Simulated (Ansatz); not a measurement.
**C3H6SSi: a ladder of functionals and wavefunction methods**

One table from this session's results is given with a row withheld; the runs are named, their logs left out.

The runs use Ansatz 0.2.0, Gaussian basis; functionals in def2-TZVPP, the program's frozen cores in correlated methods.

Plan: LDA (SPW92), PBE-D4, revPBE-D4, BLYP-D4, r2SCAN-D4, B97M-V, PBE0-D4, B3LYP-D4, r2SCANh-D4, r2SCAN0-D4, HSE06-D4, BHLYP-D4, CAM-B3LYP-D4, LC-ωPBE, ωB97X-V, ωB97M-V, B2PLYP, PBE-QIDH; CCSD(T)/def2-SVP; CCSD(T)/def2-TZVPP; MP2/def2-QZVPP; extrapolation to the limit; RPA on PBE.

### The relaxed structure

The geometry comes from an earlier relaxation with PBE0-D4 in a triple-zeta def2 set; it is a stationary point, not always the lowest conformer.

SMILES `CC1[SiH2]C1=S`, 11 atoms, charge 0, spin multiplicity 1.

Atoms are counted from 1 here; the program's logs count them from 0.

Bond lengths: C1–C2 1.502 Å, C1–H6 1.092 Å, C1–H7 1.091 Å, C1–H8 1.093 Å, C2–Si3 1.907 Å, C2–C4 1.471 Å, C2–H9 1.099 Å, Si3–C4 1.840 Å, Si3–H10 1.479 Å, Si3–H11 1.479 Å, C4–S5 1.606 Å. Angles: C2–C1–H6 110.4°, C2–C1–H7 111.2°, C2–C1–H8 110.7°, H6–C1–H7 108.7°, H6–C1–H8 107.3°, H7–C1–H8 108.5°, C1–C2–Si3 137.3°, C1–C2–C4 122.1°, C1–C2–H9 114.3°, Si3–C2–C4 64.5°, Si3–C2–H9 98.2°, C4–C2–H9 110.6°, C2–Si3–C4 46.2°, C2–Si3–H10 124.2°, C2–Si3–H11 113.4°, C4–Si3–H10 117.8°, C4–Si3–H11 123.6°, H10–Si3–H11 114.7° and more.

Set-up of the first run:

Contents of in.yaml:

```yaml
crystal:
  periodic: [false, false, false]
  atoms:
    - {symbol: C, position_ang: [-1.246223, 0.222669, 0.860700]}
    - {symbol: C, position_ang: [-0.129736, -0.426741, 0.094290]}
    - {symbol: Si, position_ang: [1.695537, -0.052006, -0.310490]}
    - {symbol: C, position_ang: [0.151552, -0.094409, -1.311219]}
    - {symbol: S, position_ang: [-0.689740, 0.580526, -2.500585]}
    - {symbol: H, position_ang: [-1.236854, 1.303194, 0.704405]}
    - {symbol: H, position_ang: [-1.158922, 0.023511, 1.930213]}
    - {symbol: H, position_ang: [-2.216309, -0.147176, 0.517894]}
    - {symbol: H, position_ang: [-0.034679, -1.508902, 0.261667]}
    - {symbol: H, position_ang: [2.342920, 1.260529, -0.094780]}
    - {symbol: H, position_ang: [2.587854, -1.218095, -0.131595]}
basis:
  gaussian: {orbitals: def2-TZVPP}
hamiltonian: {xc: lda}
output: {orbitals: {seedname: orbitals}}
```

On the command line:

```sh
> ansatz run in.yaml --threads 4 --pin off --events-out ev --progress --plain --max-ram 10444MiB
```

Among the steps run: LDA; PBE-D4 (GGA); revPBE-D4 (GGA); BLYP-D4 (GGA); r2SCAN-D4 (meta-GGA); B97M-V (meta-GGA); B3LYP-D4 (hybrid); r2SCANh-D4 (hybrid); r2SCAN0-D4 (hybrid); HSE06-D4 (hybrid); BHLYP-D4 (hybrid); CAM-B3LYP-D4 (range-separated); LC-ωPBE (range-separated); ωB97X-V (range-separated); ωB97M-V (range-separated); B2PLYP (double hybrid); PBE-QIDH (double hybrid).

One of the session's tables, all rows but one given; the rest of the session is left out.

It belongs to the step «Frontier levels by functional». 

| functional | HOMO (eV) | LUMO (eV) | gap (eV) |
| --- | --- | --- | --- |
| LDA (SPW92) | -4.91 | -3.36 | 1.55 |
| PBE-D4 | -4.78 | -3.19 | 1.60 |
| revPBE-D4 | -4.73 | -3.12 | 1.61 |
| BLYP-D4 | -4.62 | -3.01 | 1.61 |
| r2SCAN-D4 | -4.96 | -3.10 | 1.85 |
| B97M-V | -5.05 | -3.07 | 1.98 |
| PBE0-D4 | -5.89 | -2.32 | 3.57 |
| B3LYP-D4 | -5.67 | -2.48 | 3.19 |
| r2SCANh-D4 | ? | ? | ? |
| r2SCAN0-D4 | -6.00 | -2.28 | 3.72 |
| HSE06-D4 | -5.50 | -2.70 | 2.79 |
| BHLYP-D4 | -6.87 | -1.26 | 5.61 |
| CAM-B3LYP-D4 | -7.15 | -1.16 | 5.98 |
| LC-ωPBE | -8.48 | -0.14 | 8.34 |
| ωB97X-V | -8.14 | -0.18 | 7.96 |
| ωB97M-V | -7.99 | -0.24 | 7.76 |

Q: Estimate the row for r2SCANh-D4 from the others.

Worked estimate for «HOMO (eV)». Against the share of exact exchange, r2SCAN-D4 (0, -4.96), r2SCAN0-D4 (0.25, -6.00) give a slope of -4.16 per unit share; at 0.1 the line stands at -5.38.

As computed: HOMO (eV): -5.37; LUMO (eV): -2.78; gap (eV): 2.60. In «HOMO (eV)» the line misses by -0.01.
